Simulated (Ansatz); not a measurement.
# C3H5Al: basis-set convergence

The task here is to estimate one member of a computed series from the others.

The runs use Ansatz 0.2.0, Gaussian basis; one geometry, several basis sets.

Plan: PBE0-D4/def2-SVP; ωB97M-V/def2-SVP; PBE0-D4/def2-QZVPP; ωB97M-V/def2-QZVPP; the functionals' def2-TZVPP values are taken from earlier runs.

**The geometry**

The geometry comes from an earlier relaxation with PBE0-D4 in a triple-zeta def2 set; it is a stationary point, not always the lowest conformer.

SMILES `C[C]1=[CH][AlH]1`, 9 atoms, charge 0, spin multiplicity 1.

Atoms are counted from 1 here; the program's logs count them from 0.

Bond lengths: C1–C2 1.483 Å, C1–H5 1.096 Å, C1–H6 1.094 Å, C1–H7 1.094 Å, C2–C3 1.369 Å, C2–Al4 1.863 Å, C3–Al4 1.847 Å, C3–H8 1.091 Å, Al4–H9 1.572 Å. Angles: C2–C1–H5 112.2°, C2–C1–H6 110.6°, C2–C1–H7 110.5°, H5–C1–H6 108.6°, H5–C1–H7 108.5°, H6–C1–H7 106.2°, C1–C2–C3 129.9°, C1–C2–Al4 162.4°, C3–C2–Al4 67.7°, C2–C3–Al4 69.0°, C2–C3–H8 126.4°, Al4–C3–H8 164.6°, C2–Al4–C3 43.3°, C2–Al4–H9 159.0°, C3–Al4–H9 157.7°.

Coordinates:

```xyz
9
C3H5Al
C     0.27358    0.85696   -1.06604
C    -0.03688    0.03585    0.12951
C     0.03456   -1.31984    0.30532
Al   -0.54489   -0.48137    1.84564
H     0.60027    0.24546   -1.91457
H    -0.60186    1.43735   -1.37148
H     1.05858    1.58405   -0.83850
H     0.34535   -2.05436   -0.43899
H    -1.04021   -0.35039    3.33202
```

Set-up of the first run:

Contents of in.yaml:

```yaml
crystal:
  periodic: [false, false, false]
  atoms:
    - {symbol: C, position_ang: [0.273575, 0.856959, -1.066044]}
    - {symbol: C, position_ang: [-0.036880, 0.035845, 0.129505]}
    - {symbol: C, position_ang: [0.034560, -1.319837, 0.305317]}
    - {symbol: Al, position_ang: [-0.544892, -0.481370, 1.845643]}
    - {symbol: H, position_ang: [0.600272, 0.245459, -1.914571]}
    - {symbol: H, position_ang: [-0.601856, 1.437347, -1.371481]}
    - {symbol: H, position_ang: [1.058580, 1.584051, -0.838501]}
    - {symbol: H, position_ang: [0.345352, -2.054359, -0.438985]}
    - {symbol: H, position_ang: [-1.040212, -0.350394, 3.332017]}
basis:
  gaussian: {orbitals: def2-SVP}
hamiltonian: {xc: pbe0, dispersion: d4}
output: {orbitals: {seedname: orbitals}}
```

On the command line:

```bash
$ ansatz run in.yaml --threads 2 --pin off --events-out ev --progress --plain --max-ram 4352MiB
```

Among the steps run: PBE0-D4 in def2-SVP; ωB97M-V in def2-SVP; PBE0-D4 in def2-QZVPP; ωB97M-V in def2-QZVPP.

One of the session's tables, all rows but one given; the rest of the session is left out.

It belongs to the step «Functionals by basis». 

```
functional       basis  HOMO (eV)
   PBE0-D4    def2-SVP      -6.35
   PBE0-D4  def2-TZVPP      -6.37
   PBE0-D4  def2-QZVPP      -6.37
   ωB97M-V    def2-SVP          ?
   ωB97M-V  def2-TZVPP      -8.52
   ωB97M-V  def2-QZVPP      -8.53
```

Q: Estimate the row for ωB97M-V, def2-SVP from the others.

As computed: HOMO (eV): -8.47. In the column «HOMO (eV)» it lies between ωB97M-V, def2-TZVPP (-8.52) and PBE0-D4, def2-TZVPP (-6.37).
